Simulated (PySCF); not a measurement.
# CHBrCl− (SMILES Cl[CH-]Br): CCSD(T)/STO-3G

Aim: the vertical singlet–triplet gap of CHBrCl− at CCSD(T)/STO-3G, from 2 runs. The job is set up through a Python script.

The results are computed with PySCF 2.14.0.

6 further runs of the same task are left out: 6 set aside as unsound or not needed.

## (1) The molecule

CHBrCl− has 4 atoms, charge -1, and is taken as a singlet. As SMILES, `Cl[CH-]Br`. The shape is that of a GFN2-xTB optimisation.

Bond lengths: Cl1–C2 1.837 Å, C2–Br3 2.025 Å, C2–H4 1.116 Å. Angles: Cl1–C2–Br3 107.2°, Cl1–C2–H4 101.3°, Br3–C2–H4 100.2°.

## (2) The energy at CCSD(T)/STO-3G

Contents of input.py:

```python
from pyscf import gto, scf, cc

mol = gto.M(
    atom='''
Cl      -1.574350       0.290000      -0.425680
C        0.245590       0.052990      -0.494500
Br       0.722340      -1.324760       0.911050
H        0.606420       0.981770       0.009130
''',
    basis='sto-3g',
    charge=-1,
    max_memory=1860,
    verbose=4,
)

mf = scf.RHF(mol)
mf.conv_tol = 1e-10
mf.kernel()
if not mf.converged:
    mf = mf.newton().run(mf.mo_coeff, mf.mo_occ)

mycc = cc.CCSD(mf, frozen=15)
mycc.kernel()
e_t = mycc.ccsd_t()
e_final = mycc.e_tot + e_t
print('E(%s) = %.9f' % ('CCSD(T)', e_final))
```

Launch:

```console
$ OMP_NUM_THREADS=1 python input.py
```

Log:

```text
PySCF version 2.14.0

[INPUT] num. atoms = 4
[INPUT] num. electrons = 60
[INPUT] charge = -1
[INPUT] spin (= nelec alpha-beta = 2S) = 0
[INPUT] symmetry False subgroup None
[INPUT] Mole.unit = angstrom
[INPUT] Symbol           X                Y                Z      unit          X                Y                Z       unit  Magmom
[INPUT]  1 Cl    -1.574350000000   0.290000000000  -0.425680000000 AA   -2.975090324209   0.548020576124  -0.804418616705 Bohr   0.0
[INPUT]  2 C      0.245590000000   0.052990000000  -0.494500000000 AA    0.464097838932   0.100136587341  -0.934469568597 Bohr   0.0
[INPUT]  3 Br     0.722340000000  -1.324760000000   0.911050000000 AA    1.365024768818  -2.503433580779   1.721634985785 Bohr   0.0
[INPUT]  4 H      0.606420000000   0.981770000000   0.009130000000 AA    1.145967716459   1.855276417314   0.017253199517 Bohr   0.0

nuclear repulsion = 199.698115650038
number of shells = 17
number of NR pGTOs = 99
number of NR cGTOs = 33
basis = sto-3g
ecp = {}

******** <class 'pyscf.scf.hf.RHF'> ********
method = RHF
initial guess = minao
damping factor = 0
level_shift factor = 0
DIIS = <class 'pyscf.scf.diis.CDIIS'>
diis_start_cycle = 1
diis_space = 8
diis_damp = 0
SCF conv_tol = 1e-10
SCF conv_tol_grad = None
SCF max_cycles = 50
direct_scf = True
direct_scf_tol = 1e-13
Set gradient conv threshold to 1e-05
Initial guess from minao.
init E= -3032.92351715557
  HOMO = -0.257146215851673  LUMO = 0.0285978200265069  gap/eV = 7.77549
cycle= 1 E= -3037.01456106483  delta_E= -4.09  |g|= 0.237  |ddm|= 2.58
  HOMO = 0.0165190722804262  LUMO = 0.566324631394393  gap/eV = 14.96097
cycle= 2 E= -3037.05498181113  delta_E= -0.0404  |g|= 0.085  |ddm|= 0.722
  HOMO = 0.03750456003429  LUMO = 0.616102994969171  gap/eV = 15.74447
cycle= 3 E= -3037.05963700453  delta_E= -0.00466  |g|= 0.0329  |ddm|= 0.199
  HOMO = 0.0270292379560364  LUMO = 0.608001250582547  gap/eV = 15.80905
cycle= 4 E= -3037.06125050423  delta_E= -0.00161  |g|= 0.0127  |ddm|= 0.179
  HOMO = 0.0272882031485914  LUMO = 0.607256385796954  gap/eV = 15.78174
cycle= 5 E= -3037.06154573113  delta_E= -0.000295  |g|= 0.00217  |ddm|= 0.098
  HOMO = 0.026676062740167  LUMO = 0.607510211242925  gap/eV = 15.80530
cycle= 6 E= -3037.06155328288  delta_E= -7.55e-06  |g|= 0.000318  |ddm|= 0.0158
  HOMO = 0.0266894146052719  LUMO = 0.607418674878182  gap/eV = 15.80245
cycle= 7 E= -3037.06155339441  delta_E= -1.12e-07  |g|= 3.97e-05  |ddm|= 0.00149
  HOMO = 0.0266812789833661  LUMO = 0.607438276292059  gap/eV = 15.80320
cycle= 8 E= -3037.06155339606  delta_E= -1.65e-09  |g|= 1.07e-05  |ddm|= 0.000147
  HOMO = 0.0266832645107125  LUMO = 0.607434977723036  gap/eV = 15.80306
cycle= 9 E= -3037.06155339619  delta_E= -1.31e-10  |g|= 2.81e-06  |ddm|= 4.98e-05
  HOMO = 0.0266830615703898  LUMO = 0.607435584198631  gap/eV = 15.80308
cycle= 10 E= -3037.06155339621  delta_E= -1.96e-11  |g|= 4.33e-07  |ddm|= 1.51e-05
  HOMO = 0.0266831103456556  LUMO = 0.607435507086921  gap/eV = 15.80308
Extra cycle  E= -3037.0615533962  delta_E= 5.46e-12  |g|= 1.95e-07  |ddm|= 1.21e-06
converged SCF energy = -3037.0615533962

******** <class 'pyscf.cc.ccsd.CCSD'> ********
CC2 = 0
CCSD nocc = 15, nmo = 18
frozen orbitals 15
max_cycle = 50
direct = 0
conv_tol = 1e-07
conv_tol_normt = 1e-05
diis_space = 6
diis_start_cycle = 0
diis_start_energy_diff = 1e+09
Init t2, MP2 energy = -3037.1126748236  E_corr(MP2) -0.0511214274013711
Init E_corr(CCSD) = -0.0511214274013959
cycle = 1  E_corr(CCSD) = -0.0620146717213402  dE = -0.0108932443  norm(t1,t2) = 0.0412877
cycle = 2  E_corr(CCSD) = -0.0662046653755932  dE = -0.00418999365  norm(t1,t2) = 0.016376
cycle = 3  E_corr(CCSD) = -0.0688169192891909  dE = -0.00261225391  norm(t1,t2) = 0.00762815
cycle = 4  E_corr(CCSD) = -0.0689377089543508  dE = -0.000120789665  norm(t1,t2) = 0.00197122
cycle = 5  E_corr(CCSD) = -0.0688936499118307  dE = 4.40590425e-05  norm(t1,t2) = 0.000897702
cycle = 6  E_corr(CCSD) = -0.0688971744583323  dE = -3.5245465e-06  norm(t1,t2) = 0.000279629
cycle = 7  E_corr(CCSD) = -0.0688982591625241  dE = -1.08470419e-06  norm(t1,t2) = 7.82701e-05
cycle = 8  E_corr(CCSD) = -0.0688992094056146  dE = -9.5024309e-07  norm(t1,t2) = 2.33757e-05
cycle = 9  E_corr(CCSD) = -0.0688994798061224  dE = -2.70400508e-07  norm(t1,t2) = 8.14842e-06
cycle = 10  E_corr(CCSD) = -0.0688993769735372  dE = 1.02832585e-07  norm(t1,t2) = 2.84643e-06
cycle = 11  E_corr(CCSD) = -0.068899294309836  dE = 8.26637012e-08  norm(t1,t2) = 9.67558e-07
CCSD converged
E(CCSD) = -3037.13045269051  E_corr = -0.06889929430983603
CCSD(T) correction = -0.00103827598558315
E(CCSD(T)) = -3037.131490966
```

Run time: 1.1 s. Hardware: 1 thread of Arm Neoverse V1, shared host; peak memory 0.1 GiB.

## (3) The triplet

Contents of input.xyz:

```xyz
4
CHBrCl
Cl    -1.574350     0.290000    -0.425680
C      0.245590     0.052990    -0.494500
Br     0.722340    -1.324760     0.911050
H      0.606420     0.981770     0.009130
```

Contents of job.py:

```python
from pyscf import gto, scf, cc

mol = gto.M(
    atom='input.xyz',
    spin=2,
    basis='sto-3g',
    max_memory=1860,
    verbose=3,
    charge=-1,
)

hf = scf.UHF(mol)
hf.conv_tol = 1e-10
hf.kernel()
if not hf.converged:
    hf = hf.newton().run(hf.mo_coeff, hf.mo_occ)

mycc = cc.CCSD(hf, frozen=15)
mycc.kernel()
e_t = mycc.ccsd_t()
etot = mycc.e_tot + e_t
print('E = %.10f Eh' % etot)
```

Launch:

```console
$ OMP_NUM_THREADS=1 python job.py
```

Log:

```text
WARN: HOMO 0.0285978200265069 >= LUMO -0.257146215851673

converged SCF energy = -3036.92931744387  <S^2> = 2.0089775  2S+1 = 3.005979
E(UCCSD) = -3036.979708202447  E_corr = -0.05039075857708616
UCCSD(T) correction = -0.000936871849335556
E = -3036.9806450743 Eh
```

Run time: 1.3 s. Hardware: 1 thread of Arm Neoverse V1, shared host; peak memory 0.11 GiB.

## (4) Results

Level: CCSD(T)/STO-3G, 15 core orbitals frozen.

| quantity | value |
| --- | --- |
| singlet: total energy | -3037.13149 Eh |
| singlet: HOMO energy (Hartree–Fock orbitals) | 0.73 eV |
| singlet: LUMO energy (Hartree–Fock orbitals) | 16.53 eV |
| singlet: HOMO–LUMO gap (to an unbound level, set by the basis) | 15.80 eV |
| singlet: correlation energy (15 core orbitals frozen) | -69.9 mEh |
| singlet: (T) correction | -1.04 mEh |
| singlet: T1 diagnostic | 0.006 |
| triplet: total energy | -3036.98065 Eh |
| triplet: HOMO energy (Hartree–Fock orbitals) (highest over α and β) | 5.12 eV |
| triplet: LUMO energy (Hartree–Fock orbitals) (lowest over α and β) | 13.12 eV |
| triplet: correlation energy (15 core orbitals frozen) | -51.3 mEh |
| triplet: (T) correction | -0.94 mEh |
| triplet: ⟨S²⟩ of the reference determinant | 2.009 |
| triplet: T1 diagnostic | 0.010 |
| vertical energy of the triplet above the singlet | 4.105 eV |

What this shows: At this shape the triplet lies 4.10 eV (95 kcal/mol) above the singlet. For an anion a state so high probably lies above electron detachment. In a minimal basis such a difference can be off by several eV, whatever the method. The triples (singlet) make up 1.5 % of the correlation energy. The HOMO (singlet) lies at positive energy, 0.73 eV: the electron is unbound at this level or held by a compact basis; values depend on the basis. The triples (triplet) make up 1.8 % of the correlation energy. The HOMO (triplet) lies at positive energy, 5.12 eV: the electron is unbound at this level or held by a compact basis; values depend on the basis.
